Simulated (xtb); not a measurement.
# C4H3F3 (SMILES F/C=C/C=C(F)F) at GFN0-xTB

What is the electronic atomisation energy of C4H3F3 at GFN0-xTB? 

The calculation is run with xtb 6.7.1.

6 further runs of the same task are left out: 6 set aside as unsound or not needed.

### Step 1. The structure to begin with

C4H3F3 has 10 atoms, charge 0, and is taken as a singlet. SMILES: `F/C=C/C=C(F)F`. Geometry: relaxed at PBE0-D4/def2-TZVP. This is one conformer, not always the lowest.

Bond lengths: F1–C2 1.334 Å, C2–C3 1.326 Å, C3–C4 1.443 Å, C4–C5 1.324 Å, C5–F6 1.314 Å, C5–F7 1.313 Å, C2–H8 1.084 Å, C3–H9 1.085 Å, C4–H10 1.083 Å. Some angles: F1–C2–C3 121.6°, C2–C3–C4 122.4°, C3–C4–C5 123.5°, C4–C5–F6 125.2°, C4–C5–F7 124.6°, F6–C5–F7 110.2°, F1–C2–H8 112.6°, C3–C2–H8 125.8°, C2–C3–H9 118.6°, C4–C3–H9 119.0°.

### Step 2. Energy and gradient at GFN0-xTB

Contents of xtb.inp:

```
$chrg 0
$spin 0
$end
```

Contents of mol.xyz:

```xyz
10

F     -0.82240    -2.86240     0.17760
C     -0.26660    -1.77160    -0.35320
C     -0.30760    -0.59940     0.26620
C      0.28730     0.59070    -0.29170
C      0.25980     1.77110     0.30820
F     -0.30140     2.01640     1.47030
F      0.79320     2.86730    -0.17840
H      0.19990    -1.96580    -1.31270
H     -0.80720    -0.53620     1.22670
H      0.79020     0.55050    -1.24950
```

Launch:

```console
xtb mol.xyz --grad -I xtb.inp --gfn 0 | tee out.txt
```

Output:

```text
* xtb version 6.7.1
[...]
          :  # basis functions                  34          :
[...]
          :  # electrons                        40          :
[...]
 Zeroth order Hamiltonian       ...        0 min,  0.000 sec ( 13.318%)
[...]
         ::                     SUMMARY                     ::
         :::::::::::::::::::::::::::::::::::::::::::::::::::::
         :: total energy             -21.645863282392 Eh    ::
         :: gradient norm              0.021486554182 Eh/a0 ::
         :: HOMO-LUMO gap              3.305475432071 eV    ::
         ::.................................................::
         :: H0 energy                -21.762627537568 Eh    ::
         :: repulsion energy           0.232703321319 Eh    ::
         :: electrostat energy        -0.075256482495 Eh    ::
         :: -> Gsolv                   0.000000000000 Eh    ::
         ::    -> Gsasa                0.000000000000 Eh    ::
         ::    -> Gshift               0.000000000000 Eh    ::
         :: dispersion energy         -0.002438402409 Eh    ::
         :: short-range corr.         -0.038244181239 Eh    ::
         :: add. restraining           0.000000000000 Eh    ::
         :: total charge              -0.000000000000 e     ::
         :::::::::::::::::::::::::::::::::::::::::::::::::::::
[...]
        20        2.0000           -0.3851251             -10.4798 (HOMO)
        21                         -0.2636511              -7.1743 (LUMO)
[...]
          | TOTAL ENERGY              -21.645863282392 Eh   |
          | GRADIENT NORM               0.021486554182 Eh/α |
          | HOMO-LUMO GAP               3.305475432071 eV   |
           -------------------------------------------------
[...]
```

Standard error:

```text
normal termination of xtb
```

Wall time 0.038 s (1 thread of Intel Xeon Platinum 8259CL at 2.50GHz (Skylake/Cascade Lake), shared host).

### Step 3. The C atom: a single-point energy at GFN0-xTB

Contents of struc.xyz:

```xyz
1

C      0.00000000     0.00000000     0.00000000
```

Run the same way, it converges to -1.87986 Eh (log not shown).

### Step 4. The F atom: the energy at GFN0-xTB

Contents of .CHRG:

```
0
```

Contents of .UHF:

```
1
```

Contents of coord:

```
$coord angs
     0.0000000     0.0000000     0.0000000  F
$end
```

Run the same way, it converges to -3.78100 Eh (log not shown).

### Step 5. The H atom: the energy at GFN0-xTB

Contents of coord:

```
$coord angs
     0.0000000     0.0000000     0.0000000  H
$end
```

Launch:

```console
xtb coord --uhf 1 --gfn 0 --sp > coord.out
```

Output:

```text
* xtb version 6.7.1
[...]
          :  # basis functions                   2          :
[...]
          :  # electrons                         1          :
[...]
 Zeroth order Hamiltonian       ...        0 min,  0.000 sec ( 18.725%)
[...]
         ::                     SUMMARY                     ::
         :::::::::::::::::::::::::::::::::::::::::::::::::::::
         :: total energy              -0.438138811313 Eh    ::
         :: gradient norm              0.000000000000 Eh/a0 ::
         :: HOMO-LUMO gap              9.116254400000 eV    ::
         ::.................................................::
         :: H0 energy                 -0.438138811313 Eh    ::
         :: repulsion energy           0.000000000000 Eh    ::
         :: electrostat energy        -0.000000000000 Eh    ::
         :: -> Gsolv                   0.000000000000 Eh    ::
         ::    -> Gsasa                0.000000000000 Eh    ::
         ::    -> Gshift               0.000000000000 Eh    ::
         :: dispersion energy          0.000000000000 Eh    ::
         :: short-range corr.          0.000000000000 Eh    ::
         :: add. restraining           0.000000000000 Eh    ::
         :: total charge              -0.000000000000 e     ::
         :::::::::::::::::::::::::::::::::::::::::::::::::::::
[...]
         1        1.0000           -0.4381388             -11.9224 (HOMO)
         2                         -0.1031226              -2.8061 (LUMO)
[...]
          | TOTAL ENERGY               -0.438138811313 Eh   |
          | GRADIENT NORM               0.000000000000 Eh/α |
          | HOMO-LUMO GAP               9.116254400000 eV   |
           -------------------------------------------------
[...]
```

Standard error:

```text
normal termination of xtb
```

It took 0.038 s on 1 thread of Intel Xeon Platinum 8259CL at 2.50GHz (Skylake/Cascade Lake), shared host.

### Step 6. Summary of results

At GFN0-xTB:

| quantity | value |
| --- | --- |
| molecule: total energy | -21.64586 Eh |
| molecule: dipole moment | 1.80 D |
| molecule: HOMO energy | -10.48 eV |
| molecule: LUMO energy | -7.17 eV |
| molecule: HOMO–LUMO gap | 3.31 eV |
| molecule: dispersion energy | -6.40 kJ/mol |
| molecule: largest force on an atom | 0.574 eV/Å |
| molecule: mean polarisability (D4 model) | 52.3 bohr³ |
| C atom: total energy | -1.87986 Eh |
| C atom: dipole moment | 0.00 D |
| C atom: HOMO energy (partly filled) | -9.80 eV |
| C atom: LUMO energy | -9.80 eV |
| C atom: mean polarisability (D4 model) | 12.3 bohr³ |
| F atom: total energy | -3.78100 Eh |
| F atom: dipole moment | 0.00 D |
| F atom: HOMO energy (partly filled) | -12.10 eV |
| F atom: mean polarisability (D4 model) | 3.6 bohr³ |
| H atom: total energy | -0.43814 Eh |
| H atom: dipole moment | 0.00 D |
| H atom: HOMO energy (partly filled) | -11.92 eV |
| H atom: mean polarisability (D4 model) | 5.0 bohr³ |
| electronic atomisation energy | 39.974 eV |

What this shows: The method runs without spin polarisation, so open shells lack the exchange term that lowers high spin: such energies come out too high. The largest force (molecule) is 0.57 eV/Å: the shape isn't a stationary point for this species at this level. Taking the molecule apart into free atoms costs 39.97 eV (922 kcal/mol), before zero-point energy and without spin-orbit coupling. Tight-binding and semi-empirical models aren't fitted to free atoms, so this value can be far from the true one.
